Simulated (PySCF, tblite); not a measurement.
# C5H15NSi2: geometry, infrared bands and NMR shifts

What infrared bands and NMR shifts should C5H15NSi2 (`CC[C@@H]1C[C@@]1([SiH3])N[SiH3]`) show?

Computed with tblite 0.8.0 and PySCF 2.14.0, with density-fitted response routines of our own, on a single molecule in the gas phase. Atoms count from 0, in the outputs and in this text.

## (1) The molecule as given

23 atoms, charge 0, multiplicity 1; geometry from: force field or distance geometry start.

Bonds of the start (Å): C0–C1 1.54, C1–C2 1.48, C2–C3 1.52, C3–C4 1.50, C4–Si5 1.86, C4–N6 1.47, N6–Si7 1.80, C4–C2 1.50, C0–H8 1.12, C0–H9 1.09, C0–H10 1.10, C1–H11 1.10, C1–H12 1.12, C2–H13 1.11, C3–H14 1.12, C3–H15 1.08, Si5–H16 1.45, Si5–H17 1.47, Si5–H18 1.49, N6–H19 1.04, Si7–H20 1.46, Si7–H21 1.47, Si7–H22 1.50.

## (2) Optimising the geometry with GFN2-xTB

Job settings and geometry (Å):

```
{"job": {"kind": "relax", "xc": "GFN2-xTB", "basis": "xTB"}, "charge": 0, "multiplicity": 1}
C      2.438500    -1.365200     0.347800
C      0.925700    -1.150700     0.521500
C      0.473600    -0.326300    -0.624300
C      1.049300     1.066200    -0.851400
C     -0.381100     0.893300    -0.441400
Si    -0.773300     1.522900     1.262800
N     -1.449600     0.965800    -1.441900
Si    -2.410800    -0.527200    -1.161400
H      2.622700    -1.398700    -0.760500
H      3.010500    -0.568000     0.832700
H      2.672000    -2.378700     0.709700
H      0.644300    -0.804900     1.522900
H      0.488500    -2.177800     0.387700
H      0.405500    -0.902900    -1.574500
H      1.764400     1.454500    -0.086800
H      1.234000     1.398800    -1.862000
H     -1.523300     0.574000     2.063700
H      0.463700     1.978800     1.923700
H     -1.618900     2.733300     1.061200
H     -2.019600     1.833700    -1.357600
H     -2.449000    -1.394400    -2.333800
H     -3.755900    -0.094600    -0.738400
H     -1.816300    -1.304900    -0.030500
```

On the command line:

```
> OMP_NUM_THREADS=1 python probes_run.py task.json out
```

The driver reads the jobs from task.json and runs them one after another.

**Question.** This job is followed by: GFN2-xTB harmonic vibrations, gas phase; GIAO PBE0/pcSseg-1 NMR shielding, non-relativistic, gas phase. What will the session give for the following? strongest single infrared mode (GFN2-xTB); zero-point energy (GFN2-xTB); 13C shifts against TMS (PBE0/pcSseg-1); 1H shifts against TMS (PBE0/pcSseg-1, means over atoms taken as alike); 29Si shifts against TMS (PBE0/pcSseg-1); 15N shifts against NH3 (PBE0/pcSseg-1).

The runs gave:

| quantity | value |
| --- | --- |
| strongest single infrared mode (GFN2-xTB) | 2268 cm⁻¹, 416 km/mol |
| zero-point energy (GFN2-xTB) | 112.9 kcal/mol |
| 13C shifts against TMS (PBE0/pcSseg-1) | 29.4, 28.6, 28.0, 22.5, 15.7 ppm |
| 1H shifts against TMS (PBE0/pcSseg-1, means over atoms taken as alike) | 4.54, 3.91, 2.19, 1.18, 1.17, 0.63, 0.47, 0.25, 0.01 ppm |
| 29Si shifts against TMS (PBE0/pcSseg-1) | -64.1, -67.8 ppm |
| 15N shifts against NH3 (PBE0/pcSseg-1) | 33.4 ppm |

The optimisation took 184 steps and gained 0.947 eV; among the close pairs (by a distance rule), N6–Si7 changed most, from 1.798 to 1.715 Å. No mode is imaginary among the 63: a minimum at this level. The strongest single mode, at 2268 cm⁻¹, moves mainly H21. Unscaled tight-binding wavenumbers are off by several per cent, some by more. Its intensities can rank the bands wrongly. At PBE0/pcSseg-1: Shielding is most anisotropic at Si7 (span 101 ppm, paramagnetic term -464 ppm).
